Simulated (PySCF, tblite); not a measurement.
# C₃H₆F₄Si: geometry, infrared bands and NMR shifts

Wanted: the infrared bands and NMR shifts of C₃H₆F₄Si (`C[C@@](F)([SiH3])C(F)(F)F`), by calculation.

Computed with tblite 0.8.0 and PySCF 2.14.0, with density-fitted response routines of our own, on a single molecule in the gas phase. Atoms are numbered from 0 throughout.

### 1 The molecule as given

14 atoms, charge 0, multiplicity 1; geometry from: force field or distance geometry start.

Bonds of the start (Å): C0–C1 1.52, C1–F2 1.37, C1–Si3 1.87, C1–C4 1.54, C4–F5 1.34, C4–F6 1.36, C4–F7 1.36, C0–H8 1.09, C0–H9 1.11, C0–H10 1.09, Si3–H11 1.50, Si3–H12 1.48, Si3–H13 1.48.

### 2 Relaxing the molecule with GFN2-xTB

The job: settings as JSON, then the geometry in Å.

```
{"job": {"kind": "relax", "xc": "GFN2-xTB", "basis": "xTB"}, "charge": 0, "multiplicity": 1}
C      0.160800     1.241700    -0.891300
C     -0.175000     0.292100     0.251400
F     -0.948200     0.989100     1.144400
Si    -1.155900    -1.208700    -0.271700
C      1.114200    -0.131300     0.978200
F      0.881000    -0.925700     2.036700
F      1.800600     0.953700     1.416100
F      1.956100    -0.794400     0.143600
H      0.787000     0.771700    -1.653100
H     -0.768900     1.599700    -1.370300
H      0.667100     2.133200    -0.518600
H     -1.521800    -2.085200     0.890300
H     -0.389700    -2.029000    -1.229000
H     -2.407800    -0.807300    -0.948900
```

Launch:

```bash
$ OMP_NUM_THREADS=1 python probes_run.py task.json out
```

This one command runs all jobs of the session in turn.

**Question.** This job is followed by: GFN2-xTB harmonic vibrations, gas phase; GIAO PBE0/pcSseg-1 NMR shielding, non-relativistic, gas phase. What will the session give for the following? strongest single infrared mode (GFN2-xTB); zero-point energy (GFN2-xTB); 13C shifts against TMS (PBE0/pcSseg-1); 1H shifts against TMS (PBE0/pcSseg-1, means over atoms taken as alike); 19F shifts against CFCl3 (PBE0/pcSseg-1, means over atoms taken as alike); 29Si shifts against TMS (PBE0/pcSseg-1); surface potential, 1st and 99th percentile.

The runs gave:

```
                                                                 quantity                  value
                                strongest single infrared mode (GFN2-xTB)  2321 cm⁻¹, 339 km/mol
                                             zero-point energy (GFN2-xTB)          52.5 kcal/mol
                                   13C shifts against TMS (PBE0/pcSseg-1)  135.1, 93.8, 20.6 ppm
   1H shifts against TMS (PBE0/pcSseg-1, means over atoms taken as alike)         4.06, 1.77 ppm
19F shifts against CFCl3 (PBE0/pcSseg-1, means over atoms taken as alike)      -93.0, -220.7 ppm
                                  29Si shifts against TMS (PBE0/pcSseg-1)              -62.6 ppm
                                    surface potential, 1st and 99th percentile     -0.80 V and 1.49 V
```

Relaxing lowered the energy by 0.174 eV in 31 steps; the close pair that moved most is C1–Si3, from 1.868 to 1.936 Å. All 36 modes are real, so the xTB geometry is a minimum. The strongest single mode, at 2321 cm⁻¹, moves mainly H12 and H13. GFN2-xTB is a fitted tight-binding method: band positions and strengths are rough. Its intensities can rank the bands wrongly. At PBE0/pcSseg-1: Shielding is most anisotropic at F5, F6, F7 (span 160 ppm, paramagnetic term -210 ppm).
